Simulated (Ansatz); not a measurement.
# CH₉BSi₂: ionisation energy by level of theory

The task here is to estimate one member of a computed series from the others.

Program: Ansatz 0.2.0, Gaussian basis. Level of theory: unrestricted cation, the program's frozen cores in correlated methods. These are calculated values, not measurements.

The runs, in order: UKS PBE-D4/def2-TZVPP; UKS r2SCAN-D4/def2-TZVPP; UKS PBE0-D4/def2-TZVPP; UKS B3LYP-D4/def2-TZVPP; UKS wB97X-V/def2-TZVPP; UKS wB97M-V/def2-TZVPP; UKS B2PLYP/def2-TZVPP; UHF-CCSD(T)/def2-TZVPP; UHF-MP2/def2-QZVPP; extrapolation to the limit; then −ε(HOMO) from the neutral's earlier runs with LDA (SPW92), PBE-D4, revPBE-D4, BLYP-D4, r2SCAN-D4, B97M-V, PBE0-D4, B3LYP-D4, r2SCANh-D4, r2SCAN0-D4, HSE06-D4, BHLYP-D4, CAM-B3LYP-D4, LC-ωPBE, ωB97X-V, ωB97M-V.

## The geometry

An earlier PBE0-D4 in a triple-zeta def2 set relaxation fixed the geometry.

SMILES `CB([SiH3])[SiH3]`, 13 atoms, charge 0, spin multiplicity 1.

Atoms are counted from 1 here; the program's logs count them from 0.

Bond lengths: C1–B2 1.554 Å, C1–H5 1.093 Å, C1–H6 1.092 Å, C1–H7 1.106 Å, B2–Si3 2.018 Å, B2–Si4 2.018 Å, Si3–H8 1.489 Å, Si3–H9 1.491 Å, Si3–H10 1.495 Å, Si4–H11 1.491 Å, Si4–H12 1.494 Å, Si4–H13 1.491 Å. Angles: B2–C1–H5 115.9°, B2–C1–H6 115.8°, B2–C1–H7 102.4°, H5–C1–H6 110.2°, H5–C1–H7 105.4°, H6–C1–H7 105.7°, C1–B2–Si3 120.5°, C1–B2–Si4 122.0°, Si3–B2–Si4 117.4°, B2–Si3–H8 113.7°, B2–Si3–H9 113.5°, B2–Si3–H10 105.8°, H8–Si3–H9 108.5°, H8–Si3–H10 107.3°, H9–Si3–H10 107.5°, B2–Si4–H11 114.6°, B2–Si4–H12 107.2°, B2–Si4–H13 111.5° and more.

The first run:

Contents of in.yaml:

```yaml
crystal:
  periodic: [false, false, false]
  atoms:
    - {symbol: C, position_ang: [-0.711473, 1.438559, -0.724423]}
    - {symbol: B, position_ang: [-0.054846, 0.166708, -0.118819]}
    - {symbol: Si, position_ang: [1.160357, 0.305672, 1.486571]}
    - {symbol: Si, position_ang: [-0.439676, -1.680318, -0.835583]}
    - {symbol: H, position_ang: [-0.206783, 2.384048, -0.511790]}
    - {symbol: H, position_ang: [-0.972825, 1.379387, -1.783293]}
    - {symbol: H, position_ang: [-1.673820, 1.490381, -0.181273]}
    - {symbol: H, position_ang: [1.113412, -0.885541, 2.379302]}
    - {symbol: H, position_ang: [0.919558, 1.524427, 2.311819]}
    - {symbol: H, position_ang: [2.548837, 0.398566, 0.940077]}
    - {symbol: H, position_ang: [-1.018545, -1.704780, -2.209499]}
    - {symbol: H, position_ang: [-1.425696, -2.317252, 0.088923]}
    - {symbol: H, position_ang: [0.781802, -2.534655, -0.827313]}
basis:
  gaussian: {orbitals: def2-TZVPP}
total_charge: 1
magnetization: {spin_polarized: true, initial_magnetization: 1}
hamiltonian: {xc: pbe, dispersion: d4}
```

Started as:

```
$ ansatz run in.yaml --threads 2 --pin off --events-out ev --progress --plain --max-ram 22528MiB --backend cuda --devices 0, --max-vram 18GiB
```

Steps of the session up to this table: Cation, UKS PBE-D4/def2-TZVPP; Cation, UKS r2SCAN-D4/def2-TZVPP; Cation, UKS PBE0-D4/def2-TZVPP; Cation, UKS B3LYP-D4/def2-TZVPP; Cation, UKS wB97X-V/def2-TZVPP; Cation, UKS wB97M-V/def2-TZVPP; Cation, UKS B2PLYP (frozen core)/def2-TZVPP; Cation, UHF-CCSD(T)/def2-TZVPP; Cation, UHF-MP2/def2-QZVPP.

One table of the session follows, with a row left open; its other results are not shown here.

For comparison, −ε(HOMO) of the neutral from earlier runs:

| functional | −ε(HOMO) (eV) |
| --- | --- |
| LDA (SPW92) | 6.39 |
| PBE-D4 | 6.32 |
| revPBE-D4 | 6.29 |
| BLYP-D4 | 6.21 |
| r2SCAN-D4 | 6.54 |
| B97M-V | 6.69 |
| PBE0-D4 | 7.45 |
| B3LYP-D4 | 7.27 |
| r2SCANh-D4 | 6.96 |
| r2SCAN0-D4 | 7.59 |
| HSE06-D4 | 7.05 |
| BHLYP-D4 | ? |
| CAM-B3LYP-D4 | 8.76 |
| LC-ωPBE | 10.06 |
| ωB97X-V | 9.73 |
| ωB97M-V | 9.53 |

Q: Estimate the row for BHLYP-D4 from the others.

Worked estimate for «−ε(HOMO) (eV)». Against the share of exact exchange, BLYP-D4 (0, 6.21), B3LYP-D4 (0.2, 7.27) give a slope of 5.30 per unit share; at 0.5 the line stands at 8.86.

**Answer.** −ε(HOMO) (eV): 8.51. In «−ε(HOMO) (eV)» the line misses by +0.35.
